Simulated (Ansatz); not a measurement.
HPbNO4 in Ansatz: convergence with k mesh

The system is HPbNO4.

```
H Pb N O
1.0
     3.85404    0.14384    0.09012
    -0.25320    5.52698    0.16471
    -0.48197   -1.92720    5.72025
H Pb N O
1 1 1 4
Direct
  0.10913 0.65718 0.54463
  0.61029 0.52127 0.15100
  0.91580 0.96263 0.95867
  0.01384 0.13639 0.88084
  0.72398 0.01057 0.12858
  0.00389 0.73732 0.87043
  0.11927 0.59324 0.37651
```

The cell was built by a generator and needn't be a form met in nature.

- Program: Ansatz 0.2.0
- Task: convergence study
- Functional: PBE
- Potentials or basis: Ansatz PAW
- Cutoff: 420 eV (not typed: the program's choice for these potentials)
- k mesh: 2 × 2 × 2
- Occupations: fermi-dirac, width 0.05 eV
- Spin: no spin polarisation

These are the settings of the first run; the series varies k mesh, with any setting tied to it.

Hardware: 8 threads of AMD EPYC 9R45 96-Core Processor (Zen 5) (shared host).

**Question.** The values tried are 2 × 2 × 2, 3 × 2 × 2, 3 × 3 × 2, 4 × 3 × 3, 5 × 4 × 4, 6 × 5 × 4, 8 × 6 × 5, 10 × 7 × 7, 11 × 8 × 8, loosest first. From which on does the largest force stay within 0.005 eV/Å of the tightest run that finished?

**Answer.** From 3 × 3 × 2 on.

```csv
k mesh,"energy less the tightest run, at zero smearing (meV/atom)",pressure (GPa),largest force (eV/Å),gap on the mesh (eV),SCF cycles,CPU time (s),peak memory (GiB)
2 × 2 × 2,4.59,0.02,0.117,3.114,8,1.4,0.48
3 × 2 × 2,2.66,0.06,0.080,3.183,8,1.8,0.48
3 × 3 × 2,-0.03,0.00,0.011,3.273,8,2.1,0.5
4 × 3 × 3,-0.14,0.00,0.010,3.232,8,3.1,0.53
5 × 4 × 4,0.02,0.00,0.006,3.143,8,6,0.56
6 × 5 × 4,0.01,0.00,0.006,3.174,8,8.7,0.62
8 × 6 × 5,-0.01,0.00,0.006,3.139,8,16,0.75
10 × 7 × 7,0.00,0.00,0.006,3.150,8,28,1
11 × 8 × 8,0.00,0.00,0.006,3.132,8,39,1.2
```

Against the tightest run, the energy stays within 1 meV/atom from 3 × 3 × 2 on; the pressure stays within 0.1 GPa from 2 × 2 × 2 on. Not settled before the last step: the gap on the mesh (to 0.01 eV). Meshes of other sizes hit other points, so gaps and Fermi surfaces needn't settle smoothly. The tightest run that finished is the yardstick and may itself not be fully converged.

Caveat, for the tightest run too: odd divisions of the mesh miss points on the zone boundary, where band edges often lie, so the gap on the mesh can be too wide; the pressure holds a Pulay correction of +0.5 GPa for the finite cutoff; spin-orbit coupling is left out, which as a rule narrows the gap of such compounds by several tenths of an eV.
